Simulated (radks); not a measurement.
**Ionisation of Mn³⁺: one atom, several choices of exchange strength α**

Aim: the ionisation energy of Mn³⁺ ([Ar] 3d4) to Mn⁴⁺ ([Ar] 3d3) for each choice of exchange strength α, and which comes nearest the tabulated value.

Method: scalar-relativistic Kohn-Sham, spin-polarised, spherical densities, point nucleus; open shells are filled with parallel spins first. Code: radks (a radial shooting solver on a logarithmic mesh, Libxc functionals) version 1.

## 1. What is computed

```
element       : manganese (Z = 25)
charge        : +3
electrons     : 22
configuration : [Ar] 3d4
ion           : Mn⁴⁺, [Ar] 3d3
choices       : α = 0.56; α = 0.667; α = 0.789; α = 0.899; α = 0.966; α = 1.049
```

Outer shells as boxes (Hund's rule):

Mn³⁺
```
[Ar] core
3d [↑ ][↑ ][↑ ][↑ ][  ]
```

Mn⁴⁺
```
[Ar] core
3d [↑ ][↑ ][↑ ][  ][  ]
```

## 2. α = 0.56: Mn³⁺

Input:

```text
Z 25
configuration [Ar] 3d4
relativity scalar-relativistic
functional xalpha 0.56
spin polarised
nucleus point
c 137.035999084
```

## 3. α = 0.56: Mn⁴⁺

Input:

```text
Z 25
configuration [Ar] 3d3
relativity scalar-relativistic
functional xalpha 0.56
spin polarised
nucleus point
c 137.035999084
```

## 4. α = 0.667: Mn³⁺

Input:

```text
Z 25
configuration [Ar] 3d4
relativity scalar-relativistic
functional xalpha 0.667
spin polarised
nucleus point
c 137.035999084
```

## 5. α = 0.667: Mn⁴⁺

Input: that of step 4 with these lines changed.

```diff
@@ -1,3 +1,3 @@
 Z 25
-configuration [Ar] 3d4
+configuration [Ar] 3d3
 relativity scalar-relativistic
```

## 6. α = 0.789: Mn³⁺

Input:

```text
Z 25
configuration [Ar] 3d4
relativity scalar-relativistic
functional xalpha 0.789
spin polarised
nucleus point
c 137.035999084
```

## 7. α = 0.789: Mn⁴⁺

Input: that of step 6 with these lines changed.

```diff
@@ -1,3 +1,3 @@
 Z 25
-configuration [Ar] 3d4
+configuration [Ar] 3d3
 relativity scalar-relativistic
```

## 8. α = 0.899: Mn³⁺

Input:

```text
Z 25
configuration [Ar] 3d4
relativity scalar-relativistic
functional xalpha 0.899
spin polarised
nucleus point
c 137.035999084
```

## 9. α = 0.899: Mn⁴⁺

Input: that of step 8 with these lines changed.

```diff
@@ -1,3 +1,3 @@
 Z 25
-configuration [Ar] 3d4
+configuration [Ar] 3d3
 relativity scalar-relativistic
```

## 10. α = 0.966: Mn³⁺

Input:

```text
Z 25
configuration [Ar] 3d4
relativity scalar-relativistic
functional xalpha 0.966
spin polarised
nucleus point
c 137.035999084
```

## 11. α = 0.966: Mn⁴⁺

Input: that of step 10 with these lines changed.

```diff
@@ -1,3 +1,3 @@
 Z 25
-configuration [Ar] 3d4
+configuration [Ar] 3d3
 relativity scalar-relativistic
```

## 12. α = 1.049: Mn³⁺

Input:

```text
Z 25
configuration [Ar] 3d4
relativity scalar-relativistic
functional xalpha 1.049
spin polarised
nucleus point
c 137.035999084
```

## 13. α = 1.049: Mn⁴⁺

Input: that of step 12 with these lines changed.

```diff
@@ -1,3 +1,3 @@
 Z 25
-configuration [Ar] 3d4
+configuration [Ar] 3d3
 relativity scalar-relativistic
```

What does the calculation give? Wanted: for each run, exchange strength α; E(Mn³⁺); Δ-SCF; −ε(HOMO); <r> HOMO; error.

As calculated:

```
exchange strength α  E(Mn³⁺) (hartree)  Δ-SCF (eV)  −ε(HOMO) (eV)  <r> HOMO (bohr)  error (eV)
           α = 0.56        -1144.76162      48.057         38.850            1.069       -3.15
          α = 0.667        -1152.28077      51.105         41.674            1.039       -0.10
          α = 0.789        -1160.90965      54.720         45.047            1.009       +3.51
          α = 0.899        -1168.74044      58.104         48.225           0.9831       +6.89
          α = 0.966        -1173.53358      60.222         50.223           0.9685       +9.01
          α = 1.049        -1179.49593      62.906         52.763           0.9513      +11.70
```

**Reading.** The NIST Atomic Spectra Database lists 51.2 +/- 0.12 eV (semi-empirical). Nearest is α = 0.667 (-0.10 eV off), farthest α = 1.049 (+11.70 eV). The ionisation energies span 14.85 eV, the total energies of Mn³⁺ 945 eV: most of the change in the total cancels in the difference. α = 2/3 is LDA exchange; there is no correlation term. The tabulated value is met near α = 0.67. Open shells are spherical and high-spin; term and fine-structure splittings are not resolved.
